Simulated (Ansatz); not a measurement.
Runs of Ansatz 0.2.0 on GaF. Symmetry: Pm-3m, No. 221, cubic system. Conventional cell: a = 3.166 Å, b = 3.166 Å, c = 3.166 Å, α = 90.00°, β = 90.00°, γ = 90.00°. Ga (site symmetry m-3m) has 8 F at 2.74 Å as nearest neighbours. F (site symmetry m-3m) is surrounded by 8 Ga at 2.74 Å. The cell was built by a generator and needn't be a form met in nature.

```csv
task,level,spin,cell,cutoff (eV),points for each segment of the path,gap on the mesh (eV),pressure (GPa),relaxed volume (Å³/atom)
relaxation of cell and atoms,HSEsol,off,relaxed,420,-,0.20,0.0,15.00
band structure,r2SCAN50,off,as given,500,4,2.73,(c),-
relaxation of cell and atoms,HF,off,relaxed,420,-,(b),0.0,18.98
band structure,r2SCANh,off,as given,500,4,0.95,-1.2,-
single point,PBE0,"SOC, no magnetisation",as given,420,-,1.41,(a),-
```

Alike in all rows: potentials or basis Ansatz PAW; k mesh 4 × 4 × 4; smearing fermi-dirac 0.05 eV; the mesh is coarse, so values aren't converged.

**Question.** Fill in the values left out.

**Answer.** (a) 0.1; (b) 6.99; (c) -0.5.

Caveats: all runs use coarse meshes; the PAW data sets come from PBE, with cores solved anew for the run's functional, which leaves a small shift of forces and pressure; the thresholds are loose for stress (some runs); the plane-wave basis is chosen anew once the cell has moved, so the energies of steps on either side of that aren't comparable (some runs); the volume moved by over 15 % at a fixed basis, so the end points are rough (some runs).

A k mesh can miss the band edges, and rows without SOC leave out spin-orbit coupling on Ga.
